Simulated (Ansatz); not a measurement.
**K2IBr: a single-point run**

The task is a single-point run on K2IBr. The structure is shown as the input types it. The cell is built on a prototype (ordering on rocksalt) and needn't be the phase found in nature.

Computed with Ansatz 0.2.0 (density functional or hybrid calculation with the settings of its input, plane waves, unless a step's input says otherwise).

### Step 1. Starting point

Symmetry: R-3m, No. 166, trigonal system. The conventional cell has a = 4.837 Å, b = 4.837 Å, c = 23.760 Å, α = 90.00°, β = 90.00°, γ = 120.00°. Br (site symmetry -3m) has 6 K at 3.34 Å as nearest neighbours. I (site symmetry -3m) has 6 K at 3.51 Å as nearest neighbours. K (site symmetry 3m) is surrounded by 3 Br at 3.34 Å and 3 I at 3.51 Å.

As a file:

```xyz
4
Lattice="2.4183 1.3962 7.9199 -2.4183 1.3962 7.9199 0.0000 -2.7924 7.9199" Properties=species:S:1:pos:R:3 pbc="T T T"
Br    2.4183    1.3962    7.9199
I     0.0000    0.0000   11.8798
K     0.0000    0.0000    6.0800
K     0.0000    0.0000   17.6796
```

### Step 2. The run

Input file input.yaml:

```yaml
crystal:
  lattice:
    - [2.4182725708, 1.3961903197, 7.9198857774]
    - [-2.4182725708, 1.3961903197, 7.9198857774]
    - [0.0, -2.7923806394, 7.9198857774]
  atoms:
    - { symbol: Br, position: [1.0, 0.0, 0.0] }
    - { symbol: I, position: [0.5, 0.5, 0.5] }
    - { symbol: K, position: [0.2558971245, 0.2558971245, 0.2558971245] }
    - { symbol: K, position: [0.7441028755, 0.7441028755, 0.7441028755] }
kpoints:
  mp_grid: { grid: [4, 4, 4] }
hamiltonian:
  xc: pbesol
scf:
  occupations: { method: gaussian, width: 1.5 }
  n_extra_bands: 5
output:
  forces: true
  stress: true
  eigenvalues: true
```

Run with:

```
$ ansatz run input.yaml --threads 4 --pin off --max-ram 3686MiB --backend cpu --events-out ev --progress --plain --runs-dir out
```

**Question.** How will this run end, and is anything wrong with its input?

This run ends as converged. That alone doesn't make the input a sound one.

In the input, scf.occupations.width is 1.5. A smearing this wide moves electrons out of filled levels into empty ones.

Run again and compare: set scf.occupations.width to 0.001.
